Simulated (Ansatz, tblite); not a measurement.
**In10As11 wurtzite off sphere (In₁₀As₁₁H₂₈+): rung by rung**

The task here is to estimate one member of a computed series from the others.

The runs use Ansatz 0.2.0, Gaussian basis; as each input shows.

Plan: GFN1-xTB, GFN2-xTB, PBE-D4/def2-TZVP, r2SCAN-D4/def2-TZVP, B3LYP-D4/def2-TZVP, PBE-D4/def2-SVP, PBE0-D4/def2-SVP, MP2/def2-SVP.

1 further run of the same task is left out (set aside as unsound or not needed).

## The relaxed structure

The singlet was relaxed beforehand with PBE-D4/def2-SVP.

49 atoms, charge 1, spin multiplicity 1.

Bond lengths: As1–In2 2.808 Å, As1–In5 2.674 Å, As1–H22 1.527 Å, As1–H23 1.527 Å, In2–As7 2.738 Å, In2–H24 1.727 Å, In2–H25 1.728 Å, As3–In4 2.721 Å, As3–In5 2.638 Å, As3–In14 2.729 Å, As3–H26 1.532 Å, In4–As9 2.802 Å, In4–H27 1.733 Å, In4–H28 1.726 Å, In5–As6 2.670 Å, In5–As15 2.669 Å, As6–In8 2.720 Å, As6–In10 2.649 Å and more. Angles: In2–As1–In5 125.0°, In2–As1–H22 111.8°, In2–As1–H23 112.3°, In5–As1–H22 103.2°, In5–As1–H23 104.1°, H22–As1–H23 96.4°, As1–In2–As7 91.8°, As1–In2–H24 102.5°, As1–In2–H25 102.7°, As7–In2–H24 107.9°, As7–In2–H25 107.0°, H24–In2–H25 135.9°, In4–As3–In5 113.6°, In4–As3–In14 124.7°, In4–As3–H26 100.8°, In5–As3–In14 112.6°, In5–As3–H26 97.4°, In14–As3–H26 101.7° and more.

In takes a core potential in the def2 sets. No spin-orbit coupling is included. The ion is computed in the gas phase, without counter-ions or solvent.

PBE0-D4/def2-TZVP was run before; its log isn't repeated, and its numbers join the tables.

The first run:

Tight binding, by tblite at 300 K electronic temperature and without a spin-polarisation term:

```python
tblite.interface.Calculator('GFN1-xTB', numbers, positions, charge=1, uhf=0).singlepoint()
```

Tight binding, by tblite at 300 K electronic temperature and without a spin-polarisation term:

```python
tblite.interface.Calculator('GFN2-xTB', numbers, positions, charge=1, uhf=0).singlepoint()
```

start.molden holds the orbitals of an earlier run on this state, given as this run's starting guess.

The input, in.yaml:

```yaml
crystal:
  periodic: [false, false, false]
  atoms:
    - {symbol: As, position_ang: [0.466795, -4.456178, 0.135719]}
    - {symbol: In, position_ang: [0.422658, -4.903937, 2.907481]}
    - {symbol: As, position_ang: [0.444864, -1.895533, -3.661985]}
    - {symbol: In, position_ang: [-1.976104, -1.196630, -4.688941]}
    - {symbol: In, position_ang: [0.472466, -2.048751, -1.028961]}
    - {symbol: As, position_ang: [-1.576609, -0.791901, 0.134151]}
    - {symbol: As, position_ang: [0.442099, -2.215653, 3.428635]}
    - {symbol: In, position_ang: [-1.824870, -0.937240, 2.838471]}
    - {symbol: As, position_ang: [-1.871263, 1.352666, -3.530227]}
    - {symbol: In, position_ang: [-1.699820, 1.651099, -0.882349]}
    - {symbol: As, position_ang: [-3.784136, 2.864062, 0.255796]}
    - {symbol: As, position_ang: [-1.774171, 1.674266, 3.428266]}
    - {symbol: In, position_ang: [-4.126067, 3.015475, 3.050174]}
    - {symbol: In, position_ang: [2.849994, -1.120230, -4.692305]}
    - {symbol: As, position_ang: [2.520579, -0.758455, 0.095047]}
    - {symbol: In, position_ang: [2.746198, -1.086991, 2.756616]}
    - {symbol: As, position_ang: [2.754116, 1.366419, -3.443465]}
    - {symbol: In, position_ang: [2.851072, 1.750208, -0.790239]}
    - {symbol: As, position_ang: [0.509926, 2.779887, 0.032058]}
    - {symbol: As, position_ang: [2.388334, 1.511713, 3.473865]}
    - {symbol: In, position_ang: [0.339010, 3.115542, 2.711379]}
    - {symbol: H, position_ang: [-0.672059, -5.184541, -0.574107]}
    - {symbol: H, position_ang: [1.604851, -5.204863, -0.554131]}
    - {symbol: H, position_ang: [-1.183637, -5.482162, 3.165697]}
    - {symbol: H, position_ang: [2.017236, -5.490807, 3.221997]}
    - {symbol: H, position_ang: [0.454669, -3.400307, -3.947661]}
    - {symbol: H, position_ang: [-3.212789, -1.897411, -3.697426]}
    - {symbol: H, position_ang: [-1.792099, -0.902763, -6.379834]}
    - {symbol: H, position_ang: [-2.806103, -1.459034, -0.483087]}
    - {symbol: H, position_ang: [0.490972, -2.137696, 4.956239]}
    - {symbol: H, position_ang: [-3.285325, -1.750072, 3.307627]}
    - {symbol: H, position_ang: [-3.058107, 2.234750, -3.910550]}
    - {symbol: H, position_ang: [-0.789910, 2.272484, -4.093409]}
    - {symbol: H, position_ang: [-4.969790, 2.219659, -0.458813]}
    - {symbol: H, position_ang: [-3.865997, 4.213038, -0.455313]}
    - {symbol: H, position_ang: [-1.606992, 1.676291, 4.949686]}
    - {symbol: H, position_ang: [-5.428590, 1.911776, 3.305431]}
    - {symbol: H, position_ang: [-3.834400, 4.688445, 3.367032]}
    - {symbol: H, position_ang: [2.624436, -0.778585, -6.369861]}
    - {symbol: H, position_ang: [4.077315, -1.910550, -3.759374]}
    - {symbol: H, position_ang: [3.740021, -1.475959, -0.483970]}
    - {symbol: H, position_ang: [4.244496, -1.750584, 3.315367]}
    - {symbol: H, position_ang: [1.583059, 2.218051, -3.930222]}
    - {symbol: H, position_ang: [3.852209, 2.277590, -3.988716]}
    - {symbol: H, position_ang: [4.224129, 2.602028, -0.158405]}
    - {symbol: H, position_ang: [0.465714, 4.199892, -0.531214]}
    - {symbol: H, position_ang: [2.426851, 1.576088, 4.999469]}
    - {symbol: H, position_ang: [3.696660, 2.263855, 3.232258]}
    - {symbol: H, position_ang: [0.487608, 4.761453, 3.230703]}
basis:
  gaussian: {orbitals: def2-TZVP, fitting: {mean_field: def2-universal-jkfit}, initial_orbitals: start.molden}
total_charge: 1
hamiltonian: {xc: pbe, dispersion: d4}
scf: {omitted_lower_state_checks: [starts]}
output: {forces: true, orbitals: {seedname: orbitals}}
```

Command:

```
$ ansatz run in.yaml --threads 11 --pin off --events-out ev --progress --plain --max-ram 120832MiB --backend cuda --devices 0, --max-vram 75GiB
```

Among the steps run: PBE-D4/def2-TZVP; r2SCAN-D4/def2-TZVP; B3LYP-D4/def2-TZVP; PBE-D4/def2-SVP; PBE0-D4/def2-SVP; MP2/def2-SVP.

One of the session's tables, all rows but one given; the rest of the session is left out.

```
              level  HOMO (eV)  LUMO (eV)  gap (eV)
    PBE-D4/def2-SVP      -8.20      -5.16      3.04
   PBE-D4/def2-TZVP      -8.24      -5.23      3.01
r2SCAN-D4/def2-TZVP      -8.46      -5.08      3.39
 B3LYP-D4/def2-TZVP          ?          ?         ?
   PBE0-D4/def2-SVP      -9.12      -4.48      4.64
  PBE0-D4/def2-TZVP      -9.14      -4.53      4.60
```

**Question.** Estimate the row for B3LYP-D4/def2-TZVP.

**Answer.** HOMO (eV): -8.95; LUMO (eV): -4.76; gap (eV): 4.18. In the column «HOMO (eV)» it lies between PBE0-D4/def2-SVP (-9.12) and r2SCAN-D4/def2-TZVP (-8.46).
